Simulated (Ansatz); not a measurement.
# Al7Ir: a trial structure relaxed, part 2 of 3

Where does this trial cell of Al7Ir go when cell and atoms are let free?

Ansatz 0.2.0; DFT PBE, scalar-relativistic, plane waves, PAW. The steps go on from the part before.

## 5. Relaxation on the finer mesh

The end of the coarse run is made exact in the group found at a tolerance of 0.06 Å and reduced to its primitive cell.

File input.yaml:

```yaml
crystal:
  lattice:
    - [0.0, 3.9449188202, 3.9449188202]
    - [3.9449188202, 0.0, 3.9449188202]
    - [3.9449188202, 3.9449188202, 0.0]
  atoms:
    - { symbol: Al, position: [0.5, 0.5, 0.5] }
    - { symbol: Al, position: [0.5, 0.0, 0.0] }
    - { symbol: Al, position: [0.5, 0.0, 0.5] }
    - { symbol: Al, position: [0.0, 0.5, 0.5] }
    - { symbol: Al, position: [0.0, 0.5, 0.0] }
    - { symbol: Al, position: [0.5, 0.5, 0.0] }
    - { symbol: Al, position: [0.0, 0.0, 0.5] }
    - { symbol: Ir, position: [0.0, 0.0, 0.0] }
basis:
  ecutwfc: 420
kpoints:
  mp_grid: { grid: [8, 8, 8] }
hamiltonian:
  xc: pbe
scf:
  occupations: { method: gaussian, width: 0.1 }
output:
  forces: true
  stress: true
  eigenvalues: true
relax:
  adjacent_minimum: "off"
  f_tol: 0.01
  max_steps: 80
  cell: { stress_tol: 0.05 }
```

On the command line:

```bash
$ ansatz run input.yaml --threads 1 --pin off --max-ram 2048MiB --backend cpu --events-out ev --progress --plain --runs-dir out
```

Log:

```text
Warning: RAYON_NUM_THREADS=1 ignored (pool sized by the plan → 1); use --threads N
Engine: ansatz 0.2.0, aarch64-unknown-linux-gnu
Pseudopotentials: kind: paw
Pseudopotential: Al, paw, valence charge 3, recommended cutoff 420 eV (normal), Al.paw.azcp
Pseudopotential: Ir, paw, valence charge 17, recommended cutoff 420 eV (normal), Ir.paw.azcp
Functional definition: PBE
  parameter kappa = 0.804
  parameter beta = 0.06672455060314922
  exchange = pbe_x(kappa = kappa, mu = beta*pi^2/3)
  correlation = pbe_c(beta = beta)
Crystal: 8 atoms, lattice volume = 122.785 Å³
Basis set: ecut = 420 eV, 2421 PW (Γ), exchange–correlation on 80×80×80 points (8 copies of the dense FFT grid, shifted against one another)
Bands: 27, of which v1, the nominal top of the filled ones, is band 19 counted from 1 (18 counted from 0)
Symmetry: 48 space group operations
Space group: Fm-3m (ITA 225), of the structure as read, at distance tolerance 5.0e-5 Å
k-points: 29 of 512
Non-local potential: Al, projectors of the file, l = 0: 2, l = 1: 2, l = 2: 1
Non-local potential: Ir, projectors of the file, l = 0: 3, l = 1: 2, l = 2: 2, l = 3: 1
PAW form: soft (Blöchl's): semilocal exchange-correlation on the pseudo side does not see the compensation charge
PAW one-centre angular grid: Al, 110 points (default); XC on 64 Gauss nodes
PAW one-centre angular grid: Ir, 590 points (default); XC on 64 Gauss nodes
Initial density: superposition of atomic densities (neutral atoms: chi_scale 0, normalization atom), corrected by the library's trained network
Initial wavefunctions: pseudopotential atomic-orbital guess
Functional: x = pbe(κ = 0.804, μ = 0.2195149727645171), c = pbe(β = 0.06672455060314922)
SCF iter   1: F=—  HF=-15699.519725 eV  |F-HF|=—  |Δ(HF+E_count)|=         —  Δρ=9.94e-3  dr2=2.71e-1  ethr=1.77e-3  ⟨swp⟩=7.3  Hψ=4034  notcnv=0
preconditioner: auto → Kerker (q_TF=auto, 2.244 Å⁻¹)  [metal: Δε(μ)=0.012 eV  Ē_g=6.730 eV  σ=0.100 eV  W_gap=0.07  n_scr=14 (ndim 8)  ℏωp=18.4 eV  f_vac=0.000  D(μ)=3.85/eV (n_scr^D=26)]
SCF iter   2: F=—  HF=-15699.492298 eV  |F-HF|=—  |Δ(HF+E_count)|=   2.74e-2  Δρ=4.67e-3  dr2=6.32e-2  ethr=7.14e-4  ⟨swp⟩=1.0  Hψ=1015  notcnv=0
SCF iter   3: F=—  HF=-15699.483947 eV  |F-HF|=—  |Δ(HF+E_count)|=   8.35e-3  Δρ=6.14e-4  dr2=9.16e-4  ethr=1.66e-4  ⟨swp⟩=2.0  Hψ=830  notcnv=0
SCF iter   4: F=—  HF=-15699.483764 eV  |F-HF|=—  |Δ(HF+E_count)|=   1.83e-4  Δρ=8.65e-5  dr2=1.04e-5  ethr=2.41e-6  ⟨swp⟩=2.5  Hψ=1208  notcnv=0
SCF iter   5: F=—  HF=-15699.483808 eV  |F-HF|=—  |Δ(HF+E_count)|=   4.39e-5  Δρ=2.13e-5  dr2=6.24e-7  ethr=2.73e-8  ⟨swp⟩=2.3  Hψ=1228  notcnv=0
SCF iter   6: F=-15699.483808 eV  HF=-15699.483808 eV  |F-HF|=7.79e-10  |Δ(HF+E_count)|=   2.36e-7  Δρ=3.25e-6  dr2=8.60e-9  ethr=2.63e-10  ⟨swp⟩=8.7  Hψ=3485  notcnv=0
SCF 1 converged in 6 iterations: F = -15699.483808 eV  dr2 = 8.60e-9
relax step   1: F+E_penalty+E_count = -15699.48380772 eV  Δ(F+E_penalty+E_count) = +0.000e0 eV  max|allowed force component| = 2.549e-30 eV/Å  Δτ_max = 0.0000 Å  P = +0.208 GPa  Ω = 122.785 Å³  (6 SCF iters, dr2 threshold 1.00e-7 eV, accepted)
Crystal: 8 atoms, lattice volume = 123.090 Å³
Initial density: handed on by an earlier stage of this run
Initial wavefunctions: those handed on with the density
iter 1 solved again at ethr=4.00e-7 eV; its pass at ethr=3.10e-3 eV (dr2=1.52e-4 eV) is discarded
SCF iter   1: F=—  HF=-15699.483757 eV  |F-HF|=—  |Δ(HF+E_count)|=         —  Δρ=2.45e-4  dr2=1.71e-4  ethr=4.00e-7  ⟨swp⟩=2.4  Hψ=4362  notcnv=0
preconditioner: auto → Kerker (q_TF=auto, 2.243 Å⁻¹)  [metal: Δε(μ)=0.042 eV  Ē_g=6.754 eV  σ=0.100 eV  W_gap=0.23  n_scr=14 (ndim 8)  ℏωp=18.3 eV  f_vac=0.000  D(μ)=3.89/eV (n_scr^D=26)]
SCF iter   2: F=—  HF=-15699.483743 eV  |F-HF|=—  |Δ(HF+E_count)|=   1.44e-5  Δρ=1.07e-4  dr2=3.52e-5  ethr=4.00e-7  ⟨swp⟩=1.0  Hψ=783  notcnv=0
SCF iter   3: F=—  HF=-15699.483785 eV  |F-HF|=—  |Δ(HF+E_count)|=   4.20e-5  Δρ=1.82e-5  dr2=8.72e-7  ethr=9.27e-8  ⟨swp⟩=1.4  Hψ=833  notcnv=0
iter 4 did not close the SCF: its close was put off for the readings that it lacked (scf_convergence_deferred on its scf_iter line)
SCF iter   4: F=-15699.483785 eV  HF=-15699.483785 eV  |F-HF|=9.68e-9  |Δ(HF+E_count)|=   2.30e-7  Δρ=2.79e-6  dr2=1.48e-8  ethr=2.30e-9  ⟨swp⟩=2.6  Hψ=1146  notcnv=0
iter 5 did not close the SCF: its close was put off for the readings that it lacked (scf_convergence_deferred on its scf_iter line)
SCF iter   5: F=-15699.483785 eV  HF=-15699.483785 eV  |F-HF|=2.00e-11  |Δ(HF+E_count)|=   6.26e-9  Δρ=3.31e-7  dr2=1.23e-10  ethr=3.89e-11  ⟨swp⟩=2.0  Hψ=1175  notcnv=0
SCF iter   6: F=-15699.483785 eV  HF=-15699.483785 eV  |F-HF|=1.82e-12  |Δ(HF+E_count)|=  1.09e-11  Δρ=5.47e-8  dr2=4.73e-12  ethr=1.00e-12  ⟨swp⟩=1.0  Hψ=1686  notcnv=0
SCF 2 converged in 6 iterations: F = -15699.483785 eV  dr2 = 4.73e-12
relax step   2: F+E_penalty+E_count = -15699.48378468 eV  Δ(F+E_penalty+E_count) = +2.304e-5 eV  max|allowed force component| = 8.916e-31 eV/Å  Δτ_max = 0.0000 Å  P = -0.081 GPa  Ω = 123.090 Å³  energy of the carried Pulay correction = -1.434e-4 eV  (6 SCF iters, dr2 threshold 1.08e-7 eV, accepted)
Crystal: 8 atoms, lattice volume = 123.004 Å³
iter 1 solved again at ethr=3.06e-8 eV; its pass at ethr=3.10e-3 eV (dr2=1.16e-5 eV) is discarded
SCF iter   1: F=—  HF=-15699.483795 eV  |F-HF|=—  |Δ(HF+E_count)|=         —  Δρ=6.76e-5  dr2=1.29e-5  ethr=3.06e-8  ⟨swp⟩=2.8  Hψ=4343  notcnv=0
preconditioner: auto → Kerker (q_TF=auto, 2.243 Å⁻¹)  [metal: Δε(μ)=0.041 eV  Ē_g=6.757 eV  σ=0.100 eV  W_gap=0.22  n_scr=14 (ndim 8)  ℏωp=18.3 eV  f_vac=0.000  D(μ)=3.88/eV (n_scr^D=26)]
SCF iter   2: F=—  HF=-15699.483847 eV  |F-HF|=—  |Δ(HF+E_count)|=   5.26e-5  Δρ=3.02e-5  dr2=2.81e-6  ethr=3.06e-8  ⟨swp⟩=1.0  Hψ=783  notcnv=0
SCF iter   3: F=—  HF=-15699.483847 eV  |F-HF|=—  |Δ(HF+E_count)|=   5.18e-7  Δρ=4.82e-6  dr2=6.08e-8  ethr=7.39e-9  ⟨swp⟩=1.4  Hψ=828  notcnv=0
iter 4 did not close the SCF: its close was put off for the readings that it lacked (scf_convergence_deferred on its scf_iter line)
SCF iter   4: F=-15699.483847 eV  HF=-15699.483847 eV  |F-HF|=8.19e-10  |Δ(HF+E_count)|=   1.67e-8  Δρ=7.54e-7  dr2=1.23e-9  ethr=1.60e-10  ⟨swp⟩=2.5  Hψ=1153  notcnv=0
iter 5 did not close the SCF: its close was put off for the readings that it lacked (scf_convergence_deferred on its scf_iter line)
SCF iter   5: F=-15699.483847 eV  HF=-15699.483847 eV  |F-HF|=7.28e-12  |Δ(HF+E_count)|=  5.42e-10  Δρ=9.35e-8  dr2=1.05e-11  ethr=3.23e-12  ⟨swp⟩=2.0  Hψ=1164  notcnv=0
SCF iter   6: F=-15699.483847 eV  HF=-15699.483847 eV  |F-HF|=3.64e-12  |Δ(HF+E_count)|=    0.00e0  Δρ=1.46e-8  dr2=3.44e-13  ethr=1.00e-12  ⟨swp⟩=1.0  Hψ=1682  notcnv=0
SCF 3 converged in 6 iterations: F = -15699.483847 eV  dr2 = 3.44e-13
relax step   3: F+E_penalty+E_count = -15699.48384678 eV  Δ(F+E_penalty+E_count) = -6.210e-5 eV  max|allowed force component| = 1.438e-30 eV/Å  Δτ_max = 0.0000 Å  P = -0.000 GPa  Ω = 123.004 Å³  energy of the carried Pulay correction = -1.031e-4 eV  (6 SCF iters, dr2 threshold 1.64e-8 eV, accepted)
Initial wavefunctions: pseudopotential atomic-orbital guess (no wavefunctions were taken with the density)
iter 1 solved again at ethr=1.21e-7 eV; its pass at ethr=3.10e-3 eV (dr2=4.59e-5 eV) is discarded
SCF iter   1: F=—  HF=-15699.483841 eV  |F-HF|=—  |Δ(HF+E_count)|=         —  Δρ=3.58e-5  dr2=3.60e-8  ethr=1.21e-7  ⟨swp⟩=3.0  Hψ=5877  notcnv=0
preconditioner: auto → Kerker (q_TF=auto, 2.243 Å⁻¹)  [metal: Δε(μ)=0.041 eV  Ē_g=6.757 eV  σ=0.100 eV  W_gap=0.23  n_scr=14 (ndim 8)  ℏωp=18.3 eV  f_vac=0.000  D(μ)=3.88/eV (n_scr^D=26)]
SCF iter   2: F=—  HF=-15699.483900 eV  |F-HF|=—  |Δ(HF+E_count)|=   5.98e-5  Δρ=1.81e-5  dr2=9.04e-9  ethr=9.46e-11  ⟨swp⟩=2.1  Hψ=1237  notcnv=0
SCF iter   3: F=—  HF=-15699.483901 eV  |F-HF|=—  |Δ(HF+E_count)|=   8.30e-7  Δρ=1.77e-6  dr2=4.18e-10  ethr=2.38e-11  ⟨swp⟩=1.0  Hψ=783  notcnv=0
iter 4 did not close the SCF: its close was put off for the readings that it lacked (scf_convergence_deferred on its scf_iter line)
SCF iter   4: F=-15699.483901 eV  HF=-15699.483901 eV  |F-HF|=3.82e-11  |Δ(HF+E_count)|=   7.49e-9  Δρ=1.58e-7  dr2=4.95e-11  ethr=1.10e-12  ⟨swp⟩=1.3  Hψ=859  notcnv=0
iter 5 did not close the SCF: its close was put off for the readings that it lacked (scf_convergence_deferred on its scf_iter line)
SCF iter   5: F=-15699.483901 eV  HF=-15699.483901 eV  |F-HF|=3.64e-12  |Δ(HF+E_count)|=  1.82e-12  Δρ=3.52e-8  dr2=3.53e-12  ethr=1.00e-12  ⟨swp⟩=1.0  Hψ=783  notcnv=0
iter 6 did not close the SCF: its close was put off for the readings that it lacked (scf_convergence_deferred on its scf_iter line)
SCF iter   6: F=-15699.483901 eV  HF=-15699.483901 eV  |F-HF|=0.00e0  |Δ(HF+E_count)|=  1.82e-12  Δρ=4.32e-9  dr2=3.28e-14  ethr=1.00e-12  ⟨swp⟩=1.0  Hψ=783  notcnv=0
iter 7 did not close the SCF: its close was put off for the readings that it lacked (scf_convergence_deferred on its scf_iter line)
SCF iter   7: F=-15699.483901 eV  HF=-15699.483901 eV  |F-HF|=1.27e-11  |Δ(HF+E_count)|=  5.46e-12  Δρ=1.90e-9  dr2=8.39e-15  ethr=1.00e-12  ⟨swp⟩=1.0  Hψ=783  notcnv=0
SCF iter   8: F=-15699.483901 eV  HF=-15699.483901 eV  |F-HF|=5.46e-12  |Δ(HF+E_count)|=  1.82e-12  Δρ=6.94e-10  dr2=9.68e-16  ethr=1.00e-12  ⟨swp⟩=1.1  Hψ=1708  notcnv=0
SCF 4 converged in 8 iterations: F = -15699.483901 eV  dr2 = 9.68e-16
relax step   4: F+E_penalty+E_count = -15699.48390127 eV  Δ(F+E_penalty+E_count) = -5.449e-5 eV  max|allowed force component| = 1.069e-30 eV/Å  Δτ_max = 0.0000 Å  P = +0.001 GPa  Ω = 123.004 Å³  stress off target by 1.05e-3 GPa  SCF on the basis re-selected at this cell (its energy is not comparable with the rows above)  (8 SCF iters)
basis re-selected at this cell: Δ(F+E_penalty+E_count) = -5.449e-5 eV, ΔP = +0.001 GPa vs the last step (what re-selecting the basis moved, of the pressure what is left beyond the Pulay correction that the steps carried, after the strain that the cell walked since its last selection, with what the two solves' SCF thresholds leave and, on support functions, any second-order correction that the steps lacked; it is no measure of the basis error at this ecutwfc). This SCF's stress stands 1.05e-3 GPa from its target on what of the cell is left free (relax.cell.stress_tol is 5.00e-2 GPa) and its largest allowed force component is 1.07e-30 eV/Å (relax.f_tol is 1.00e-2 eV/Å): within both
SCF converged after 8 iterations
Free energy (F): -15699.483901 eV
Harris-Foulkes:  -15699.483901 eV  (|F-HF|=5.46e-12)
Internal energy: -15699.464501 eV  (E = F + TS)
E sigma→0 (E₀):  -15699.474201 eV
Entropy (-TS):   -0.019400 eV (-2.425 meV/atom)
Fermi energy:    10.468712 eV
--- Per-component energies (eV) ---
  E_band       = -207.070806
  E_kinetic    = 789.302042
  E_local      = -2553.716583  (includes V_loc(G=0)·N_el)
  E_nonlocal   = 144.735249
  E_hartree    = 1088.714888
  E_xc         = -548.805029
  E_vxc        = -506.383961  (∫ρ·V_xc dr)
  E_paw        = -12495.546591  (= ΣΔE_a)
  E_vpaw       = -258.437377  (= ΣTr[D̂ρ^β])
  E_aug_tail   = 0.000050  (compensation charges beyond the density's cutoff)
  E_ewald      = -2124.148527
  E_smearing   = -0.019400  (= −TS)
  E_closure    = 0.000000  (closes the sum)
  Σ components = -15699.483901   (vs F -15699.483901, Δ=0.00e0)
--- Forces (eV/Å), atoms counted from 1 ---
  atom   1  Al     0.00000000    -0.00000000    -0.00000000
  atom   2  Al    -0.00000000    -0.00000000     0.00000000
  atom   3  Al     0.00000000    -0.00000000    -0.00000000
  atom   4  Al     0.00000000    -0.00000000    -0.00000000
  atom   5  Al     0.00000000    -0.00000000    -0.00000000
  atom   6  Al     0.00000000    -0.00000000    -0.00000000
  atom   7  Al     0.00000000    -0.00000000    -0.00000000
  atom   8  Ir    -0.00000000     0.00000000    -0.00000000
  max |Σ_I F_I| component: 2.22e-30 eV/Å
--- Stress (GPa, compression-positive) ---
        0.001053      -0.000000      -0.000000
       -0.000000       0.001053       0.000000
       -0.000000      -0.000000       0.001053
  P = ⅓ Tr σ = 0.0011 GPa (0.011 kbar)
--- Band table (eV; the first three rows and the last of 29) ---
  k-point 0: bands = ["-81.4302", "-38.3384", "-38.3384", "-38.3384", "-0.9688", "5.0060", "5.0060", "5.0060", "5.5504", "6.0826", "6.0826", "6.0826", "6.5604", "6.5604", "6.8329", "8.0102", "8.0102", "8.0102", "9.6885", "9.6885", "9.6885", "9.7311", "11.9383", "11.9383", "16.3434", "16.3434", "16.3434"]
  k-point 1: bands = ["-81.4302", "-38.3384", "-38.3384", "-38.3384", "-0.8532", "4.1258", "4.9514", "4.9514", "5.5002", "5.9871", "5.9871", "6.3731", "6.7003", "6.7003", "7.3225", "7.6902", "8.0455", "8.0455", "9.7490", "9.7490", "9.8880", "10.6544", "12.1499", "12.1499", "15.4830", "15.4830", "15.6900"]
  k-point 2: bands = ["-81.4302", "-38.3385", "-38.3385", "-38.3385", "-0.5085", "2.9325", "4.8250", "4.8250", "5.1439", "5.8986", "5.8986", "6.4025", "6.8081", "6.8081", "7.4166", "8.2734", "8.2734", "8.5577", "9.8717", "9.8717", "10.7069", "12.2796", "12.7704", "12.7704", "13.8762", "14.1471", "14.1471"]
  k-point 28: bands = ["-81.4302", "-38.3386", "-38.3386", "-38.3385", "1.8417", "1.9276", "1.9276", "2.3473", "5.7562", "5.7562", "6.0526", "6.7514", "6.7936", "8.1645", "8.5336", "8.5336", "8.6740", "10.0758", "11.5101", "11.5101", "12.0590", "12.0590", "12.2477", "13.2372", "13.5816", "14.3730", "15.2790"]
--- Relaxed structure (3 steps of the walk, 3 accepted, 1 SCFs on fresh bases) ---
  F+E_penalty+E_count = -15699.48390127 eV   max|allowed force component| = 1.069e-30 eV/Å   (the final SCF, on the basis selected at the relaxed cell)
  cell:  # Å, volume = 123.0044 Å³
    - [1.305689083429495e-34, 3.947270742384768, 3.947270742384768]
    - [3.947270742384768, -1.5923037602798727e-35, 3.947270742384768]
    - [3.947270742384768, 3.947270742384768, -1.3375351586350926e-34]
  atoms:
    - { symbol: Al, position: [0.5, 0.5, 0.5] }
    - { symbol: Al, position: [0.5, 0.0, 0.0] }
    - { symbol: Al, position: [0.5, 0.0, 0.5] }
    - { symbol: Al, position: [0.0, 0.5, 0.5] }
    - { symbol: Al, position: [0.0, 0.5, 0.0] }
    - { symbol: Al, position: [0.5, 0.5, 0.0] }
    - { symbol: Al, position: [-8.509505986479754e-36, -8.509505986479754e-36, 0.5] }
    - { symbol: Ir, position: [1.7595531005799085e-36, -1.867818010522161e-36, -1.9462852388293286e-36] }
```

It took 18 s on 1 thread of Arm Neoverse V2, shared host; peak memory 0.41 GiB.

The steps of the relaxation:

| step | E - E(step 1) (eV/cell) | largest force component (eV/Å) | pressure (GPa) | volume (Å³) |
| --- | --- | --- | --- | --- |
| 1 | 0.0000 | 0.0000 | 0.21 | 122.78 |
| 2 | 0.0000 | 0.0000 | -0.08 | 123.09 |
| 3 | 0.0000 | 0.0000 | 0.00 | 123.00 |
| 4 | -0.0001 | 0.0000 | 0.00 | 123.00 |

Step 1 is the start. Step 4 repeats the geometry before it on a plane-wave basis chosen anew for that cell, so its energy need not be comparable with the rows above.

Lengths and angles in the start's conventional setting:

|  | before | after | change |
| --- | --- | --- | --- |
| a (Å) | 7.890 | 7.895 | +0.1 % |
| b (Å) | 7.890 | 7.895 | +0.1 % |
| c (Å) | 7.890 | 7.895 | +0.1 % |
| volume (Å³/atom) | 15.35 | 15.38 | +0.2 % |
| shortest distance (Å) | 2.789 | 2.791 | +0.1 % |
| space group (0.01 Å) | Fm-3m | Fm-3m | same |

The run keeps the 48 symmetry operations of the start, so it could not have lowered the symmetry.

(Continued in part 3 of 3.)
